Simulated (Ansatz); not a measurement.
# ZrTi3C4: the cost of one run

Computed with Ansatz 0.2.0 (DFT PBE, scalar-relativistic, plane waves, PAW, unless a step's input says otherwise).

### Step 1. The system as given

Symmetry: I4/mmm, No. 139, tetragonal system. Conventional cell: a = 4.805 Å, b = 4.805 Å, c = 9.611 Å, α = 90.00°, β = 90.00°, γ = 90.00°. Zr (site symmetry 4/mmm) is surrounded by 6 C at 2.40 Å. Ti (site symmetry 4/mmm) is surrounded by 6 C at 2.40 Å. Around Ti (site symmetry -4m2) lie 6 C at 2.40 Å. C (site symmetry 4mm) is surrounded by 5 Ti at 2.40 Å and 1 Zr at 2.40 Å. Around C (site symmetry mmm) lie 2 Zr at 2.40 Å and 4 Ti at 2.40 Å.

Structure file:

```
CELL_PARAMETERS angstrom
-2.40271 2.40271 4.80541
2.40271 -2.40271 4.80541
2.40271 2.40271 -4.80541
ATOMIC_POSITIONS crystal
Zr 0.00000 0.00000 0.00000
Ti 0.50000 0.50000 0.00000
Ti 0.75000 0.25000 0.50000
Ti 0.25000 0.75000 0.50000
C 0.75000 0.75000 0.00000
C 0.25000 0.25000 0.00000
C 0.50000 0.00000 0.50000
C 0.00000 0.50000 0.50000
```

The start is an ordering of an alloy on its end members' structure types: elements ordered on the sites of the TiC type, Ti/Zr on Ti (I4/mmm, No. 139).

### Step 2. The guess as it stands, on a coarse mesh

The input, input.yaml:

```yaml
crystal:
  lattice:
    - [-2.40270727, 2.40270727, 4.80541454]
    - [2.40270727, -2.40270727, 4.80541454]
    - [2.40270727, 2.40270727, -4.80541454]
  atoms:
    - { symbol: Zr, position: [0.0, 0.0, 0.0] }
    - { symbol: Ti, position: [0.5, 0.5, 0.0] }
    - { symbol: Ti, position: [0.75, 0.25, 0.5] }
    - { symbol: Ti, position: [0.25, 0.75, 0.5] }
    - { symbol: C, position: [0.75, 0.75, 0.0] }
    - { symbol: C, position: [0.25, 0.25, 0.0] }
    - { symbol: C, position: [0.5, 0.0, 0.5] }
    - { symbol: C, position: [0.0, 0.5, 0.5] }
basis:
  ecutwfc: 420
kpoints:
  mp_grid: { grid: [6, 6, 6] }
hamiltonian:
  xc: pbe
scf:
  occupations: { method: gaussian, width: 0.1 }
  lower_state_search: "off"
output:
  forces: true
  stress: true
  eigenvalues: true
```

Launch:

```sh
$ ansatz run input.yaml --threads 1 --pin off --max-ram 2560MiB --backend cpu --events-out ev --progress --plain --runs-dir out
```

What time and memory should one allow on 1 thread of Arm Neoverse V1, shared host?

About 8.2 s, with a peak of 0.44 GiB.
